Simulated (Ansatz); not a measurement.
**SmHfBr: a trial structure relaxed**

Where does this trial cell of SmHfBr go when cell and atoms are let free?

Computed with Ansatz 0.2.0 (DFT PBE, scalar-relativistic, plane waves, PAW; 4f electrons in the core of a trivalent norm-conserving potential, unless a step's input says otherwise).

## (1) Starting point

The structure is tetragonal, space group P4/mmm (No. 123). Conventional cell: a = 4.488 Å, b = 4.488 Å, c = 3.993 Å, α = 90.00°, β = 90.00°, γ = 90.00°. Sm (site symmetry 4/mmm) is surrounded by 4 Br at 3.17 Å. Hf (site symmetry 4/mmm) is surrounded by 2 Br at 2.00 Å. Around Br (site symmetry 4/mmm) lie 2 Hf at 2.00 Å.

Structure file:

```cif
data_structure
_symmetry_space_group_name_H-M 'P 1'
_symmetry_Int_Tables_number 1
_cell_length_a 4.4883
_cell_length_b 4.4883
_cell_length_c 3.9932
_cell_angle_alpha 90.000
_cell_angle_beta 90.000
_cell_angle_gamma 90.000
_cell_volume 80.44
loop_
_atom_site_label
_atom_site_type_symbol
_atom_site_fract_x
_atom_site_fract_y
_atom_site_fract_z
_atom_site_occupancy
Sm1 Sm 0.00000 0.00000 0.50000 1
Hf1 Hf 0.50000 0.50000 0.00000 1
Br1 Br 0.50000 0.50000 0.50000 1
```

The cell is invented: random cell by space group and Wyckoff sites (P4/mmm, No. 123). The dimensions are guesses.

## (2) A first look at the guess

Contents of input.yaml:

```yaml
crystal:
  lattice:
    - [4.48830999, 0.0, 0.0]
    - [0.0, 4.48830999, 0.0]
    - [0.0, 0.0, 3.99316321]
  atoms:
    - { symbol: Sm, position: [0.0, 0.0, 0.5] }
    - { symbol: Hf, position: [0.5, 0.5, 0.0] }
    - { symbol: Br, position: [0.5, 0.5, 0.5] }
basis:
  ecutwfc: 690
kpoints:
  mp_grid: { grid: [4, 4, 4] }
hamiltonian:
  xc: pbe
  pseudopotentials:
    kind: paw
    azcp: { Sm: "pseudopotentials/pbe/nc/lanthanide_3plus/Sm.nc.azcp" }
scf:
  occupations: { method: gaussian, width: 0.1 }
  lower_state_search: "off"
output:
  forces: true
  stress: true
  eigenvalues: true
```

On the command line:

```sh
> ansatz run input.yaml --threads 1 --pin off --max-ram 2560MiB --backend cpu --events-out ev --progress --plain --runs-dir out
```

Further runs follow: rough relaxation on the coarse mesh; relaxation on the finer mesh.

What does the calculation give? Wanted: conventional cell; volume; energy over the elements; gap on the mesh.

As calculated:

| quantity | value |
| --- | --- |
| symmetry at the end (tolerance 0.05 Å) | space group P4/mmm (No. 123) |
| conventional cell | a = 3.968 Å, b = 3.968 Å, c = 5.147 Å, α = 90.00°, β = 90.00°, γ = 90.00° |
| volume | 27.02 Å³/atom |
| energy over the elements | +0.05 eV/atom |
| gap on the mesh | none (metal) |

**Reading.** The space group P4/mmm (No. 123) is kept, and the volume per atom grows by 0.8 % from the first guess. With a positive formation energy it can't be a ground state. No finished test with a distortion of lower symmetry is shown, so the end may be a saddle point. Spin-orbit coupling is left out for Hf, Sm. The lanthanide's 4f electrons sit in the core of its potential, so it is trivalent by construction and shows no f bands or moments.

No U or exact exchange acts on the 4f shell of Sm, so a metallic reading can be the functional's.
